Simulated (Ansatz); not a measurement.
# C2H6SSe: one species, many methods

Aim: compute C2H6SSe with functionals from several rungs and with coupled cluster, and see how far each lands from CCSD(T) at the basis-set limit for the atomisation energy.

Program: Ansatz 0.2.0, Gaussian basis. Level of theory: functionals in def2-TZVPP, the program's frozen cores in correlated methods. These are calculated values, not measurements.

Plan: PBE-D4, r2SCAN-D4, PBE0-D4, B3LYP-D4, ωB97X-V, ωB97M-V, B2PLYP; CCSD(T)/def2-TZVPP; MP2/def2-QZVPP; extrapolation to the limit.

### Step 1. The geometry

An earlier PBE0-D4 in a triple-zeta def2 set relaxation fixed the geometry.

SMILES `CSC[SeH]`, 10 atoms, charge 0, spin multiplicity 1.

Atoms are counted from 1 here; the program's logs count them from 0.

Bond lengths: C1–S2 1.793 Å, C1–H5 1.092 Å, C1–H6 1.090 Å, C1–H7 1.091 Å, S2–C3 1.786 Å, C3–Se4 1.964 Å, C3–H8 1.089 Å, C3–H9 1.092 Å, Se4–H10 1.468 Å. Angles: S2–C1–H5 111.3°, S2–C1–H6 106.9°, S2–C1–H7 110.2°, H5–C1–H6 109.0°, H5–C1–H7 110.1°, H6–C1–H7 109.2°, C1–S2–C3 100.4°, S2–C3–Se4 117.0°, S2–C3–H8 106.7°, S2–C3–H9 111.2°, Se4–C3–H8 108.7°, Se4–C3–H9 104.6°, H8–C3–H9 108.3°, C3–Se4–H10 94.3°.

### Step 2. PBE-D4 (GGA)

in.yaml

```yaml
crystal:
  periodic: [false, false, false]
  atoms:
    - {symbol: C, position_ang: [-1.237951, 0.858578, -0.492372]}
    - {symbol: S, position_ang: [-0.376314, 0.598101, 1.058378]}
    - {symbol: C, position_ang: [0.528475, -0.894076, 0.676636]}
    - {symbol: Se, position_ang: [1.893329, -0.773867, -0.730566]}
    - {symbol: H, position_ang: [-1.956833, 0.060166, -0.685269]}
    - {symbol: H, position_ang: [-1.772649, 1.804338, -0.403679]}
    - {symbol: H, position_ang: [-0.522493, 0.925419, -1.313831]}
    - {symbol: H, position_ang: [1.006555, -1.215976, 1.600091]}
    - {symbol: H, position_ang: [-0.142276, -1.687731, 0.342443]}
    - {symbol: H, position_ang: [2.663358, 0.273850, -0.048931]}
basis:
  gaussian: {orbitals: def2-TZVPP}
hamiltonian: {xc: pbe, dispersion: d4}
output: {forces: true, orbitals: {seedname: orbitals}}
```

On the command line:

```
> ansatz run in.yaml --threads 4 --pin off --events-out ev --progress --plain --max-ram 10444MiB
```

The runs that follow: r2SCAN-D4 (meta-GGA); PBE0-D4 (hybrid); B3LYP-D4 (hybrid); ωB97X-V (range-separated); ωB97M-V (range-separated); B2PLYP (double hybrid); CCSD(T) in def2-TZVPP; MP2 in def2-QZVPP.

Before running them: what should the planned runs give, taken together? Wanted: atomisation energy, CCSD(T)/CBS; farthest; mean size of error, hybrid; mean size of error, range-separated; gap, smallest and largest; T1 diagnostic; triples share of the correlation energy.

As calculated:

| quantity | value |
| --- | --- |
| atomisation energy, CCSD(T)/CBS | 3390.4 kJ/mol |
| functionals within 33.9 kJ/mol (1.0 %) | r2SCAN-D4, PBE0-D4, B3LYP-D4, ωB97X-V, ωB97M-V |
| farthest | PBE-D4 (+65.3 kJ/mol) |
| mean size of error, hybrid | 11.0 kJ/mol |
| mean size of error, range-separated | 2.5 kJ/mol |
| gap, smallest and largest | 4.10 eV (PBE-D4), 10.56 eV (ωB97X-V) |
| T1 diagnostic | 0.0097 |
| triples share of the correlation energy | 4.0 % |

What this shows: PBE-D4 misses by +65.3 kJ/mol. Double hybrids carry the basis error of their MP2 part in triple zeta, and no dispersion term here, so their miss is partly the set-up's. Misses under about 33.9 kJ/mol are within the doubt on the reference itself, which lacks core-valence correlation, relativity and higher excitations, and its outer-core shells are covered unevenly. All levels share the lack of spin-orbit coupling, which lowers the free heavy atoms and so the true binding. Hartree-Fock recovers 71 % of the binding; the rest is correlation. Orbital gaps span 4.1 to 10.6 eV; exact exchange widens them. Correlated methods include outer-core shells of Se, which these sets cover unevenly.
